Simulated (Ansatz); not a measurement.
Predict the output of the script below (Ansatz's Python interface).

`md_co2.py`
```python
"""Born-Oppenheimer dynamics of CO2."""

import ansatz as az
from ase import Atoms
from ase.neighborlist import neighbor_list
import numpy as np

XC = "r2scan"
FILLING = "fermi_dirac"
SMEARING_WIDTH = 0.01
N_STEPS = 20
TEMPERATURE_K = 100

xtal = (
    az.Lattice.from_parameters(3.949454, 3.949454, 6.028116, alpha=90, beta=90, gamma=90)
    .space_group(122, hermann_mauguin="I-42d")
    .atom("C", (0.0, 0.5, 0.25))
    .atom("O", (0.75, 0.334798, 0.375))
    .primitive()
)

# a small cell and a short run: a test of the set-up, no statistics
calculation = (
    xtal.calculation()
    .kpoints(3)
    .functional(XC)
    .occupations(FILLING, width=SMEARING_WIDTH)
    .md("nvt_nose_hoover", timestep=2.0, steps=N_STEPS, temperature=TEMPERATURE_K, initial_velocities="maxwell_boltzmann", seed=487)
)
steps = []


def follow(event):
    if event["event"] != "md_step":
        return
    row = event["data"]
    steps.append(row)
    print(f"t = {row['time_fs']:6.1f} fs  E_pot = {row['lagrangian_ev']:.4f} eV  E_kin = {row['e_kin_ev']:.4f} eV  T = {row['temperature_k']:7.1f} K")


result = calculation.session().plan(threads=1).execute(on_event=follow)
rep = result.report

temperature = np.array([s["temperature_k"] for s in steps])
print(f"mean temperature of the second half {temperature[len(steps) // 2 :].mean():.1f} K")

print("last positions (A) and velocities (A/fs)")
for site, xyz, vel in zip(result.lattice.sites, steps[-1]["positions_ang"], steps[-1]["velocities_ang_fs"]):
    print(f"{site.symbol:2s}", " ".join(f"{v:8.4f}" for v in xyz), " ", " ".join(f"{v:9.5f}" for v in vel))

symbols = [site.symbol for site in result.lattice.sites]
pairs = np.concatenate([neighbor_list("d", Atoms(symbols, positions=s["positions_ang"], cell=result.lattice.cell_ang, pbc=True), 4.5) for s in steps[len(steps) // 2 :]])
counts, edges = np.histogram(pairs, bins=np.arange(0.5, 4.51, 0.25))
for low, count in zip(edges, counts / (len(symbols) * len(steps[len(steps) // 2 :]))):
    print(f"{low:4.2f}-{low + 0.25:4.2f} A  {count:6.2f} neighbours an atom")
```

Output of `python md_co2.py`:
```text
DeckWarning: md: disabling space-group detection — thermal motion breaks the input geometry's symmetry, so no spatial operation reduces the k-mesh or symmetrises the density; time reversal is kept, [...]
DeckWarning: basis.ecutwfc = 500 eV, auto-derived from the records' recommended cutoffs: set by C (their level for a meta-GGA)
t =    0.0 fs  E_pot = -2772.9465 eV  E_kin = 0.0646 eV  T =   100.0 K
t =    2.0 fs  E_pot = -2772.9430 eV  E_kin = 0.0612 eV  T =    94.8 K
t =    4.0 fs  E_pot = -2772.9305 eV  E_kin = 0.0491 eV  T =    76.0 K
t =    6.0 fs  E_pot = -2772.9150 eV  E_kin = 0.0341 eV  T =    52.8 K
t =    8.0 fs  E_pot = -2772.9036 eV  E_kin = 0.0230 eV  T =    35.6 K
t =   10.0 fs  E_pot = -2772.9008 eV  E_kin = 0.0202 eV  T =    31.3 K
t =   12.0 fs  E_pot = -2772.9064 eV  E_kin = 0.0256 eV  T =    39.5 K
t =   14.0 fs  E_pot = -2772.9160 eV  E_kin = 0.0349 eV  T =    53.9 K
t =   16.0 fs  E_pot = -2772.9236 eV  E_kin = 0.0423 eV  T =    65.5 K
t =   18.0 fs  E_pot = -2772.9250 eV  E_kin = 0.0438 eV  T =    67.7 K
t =   20.0 fs  E_pot = -2772.9197 eV  E_kin = 0.0388 eV  T =    60.1 K
t =   22.0 fs  E_pot = -2772.9110 eV  E_kin = 0.0306 eV  T =    47.3 K
t =   24.0 fs  E_pot = -2772.9036 eV  E_kin = 0.0235 eV  T =    36.3 K
t =   26.0 fs  E_pot = -2772.9007 eV  E_kin = 0.0207 eV  T =    32.0 K
t =   28.0 fs  E_pot = -2772.9026 eV  E_kin = 0.0225 eV  T =    34.8 K
t =   30.0 fs  E_pot = -2772.9071 eV  E_kin = 0.0270 eV  T =    41.8 K
t =   32.0 fs  E_pot = -2772.9118 eV  E_kin = 0.0318 eV  T =    49.2 K
t =   34.0 fs  E_pot = -2772.9154 eV  E_kin = 0.0357 eV  T =    55.2 K
t =   36.0 fs  E_pot = -2772.9182 eV  E_kin = 0.0388 eV  T =    60.0 K
t =   38.0 fs  E_pot = -2772.9210 eV  E_kin = 0.0419 eV  T =    64.9 K
t =   40.0 fs  E_pot = -2772.9241 eV  E_kin = 0.0452 eV  T =    70.0 K
mean temperature of the second half 50.1 K
last positions (A) and velocities (A/fs)
C   -0.0040   1.9708   1.5129     0.00273   0.00148   0.00038
C    0.0058  -0.0031  -0.0207     0.00199  -0.00189   0.00315
O   -0.9729   1.3238   2.2850    -0.00080   0.00076  -0.00230
O    0.6352   0.9777   0.7463     0.00285  -0.00138  -0.00028
O    2.9688   0.6522  -0.7674    -0.00314   0.00056   0.00074
O    1.3170   1.0011   3.7754    -0.00246   0.00036  -0.00081
0.50-0.75 A    0.00 neighbours an atom
0.75-1.00 A    0.00 neighbours an atom
1.00-1.25 A    0.00 neighbours an atom
1.25-1.50 A    2.67 neighbours an atom
1.50-1.75 A    0.00 neighbours an atom
1.75-2.00 A    0.00 neighbours an atom
2.00-2.25 A    1.88 neighbours an atom
2.25-2.50 A    3.15 neighbours an atom
2.50-2.75 A    0.48 neighbours an atom
2.75-3.00 A    5.15 neighbours an atom
3.00-3.25 A    4.00 neighbours an atom
3.25-3.50 A    1.33 neighbours an atom
3.50-3.75 A    5.33 neighbours an atom
3.75-4.00 A    6.30 neighbours an atom
4.00-4.25 A   12.94 neighbours an atom
4.25-4.50 A    3.42 neighbours an atom
```
(Warnings from the package without file and line, shortened.)

Caveats:
- Absolute energies stand on the zero of these potentials, so only differences at equal settings mean something. A total without «per atom» is that of the cell as typed.
- The k-point mesh is coarse, and energy and stress weren't tested for convergence.
- The structure comes from a database of computed cells and needn't be a stable or known phase.
- A small cell, a coarse mesh and a very short run: it shows the set-up and gives no equilibrium averages.
- It ran for 74 s on 1 thread of Arm Neoverse V2, on a shared host, peak memory 0.53 GiB.

(Lines on the test bed's own set-up are left out of the output.)
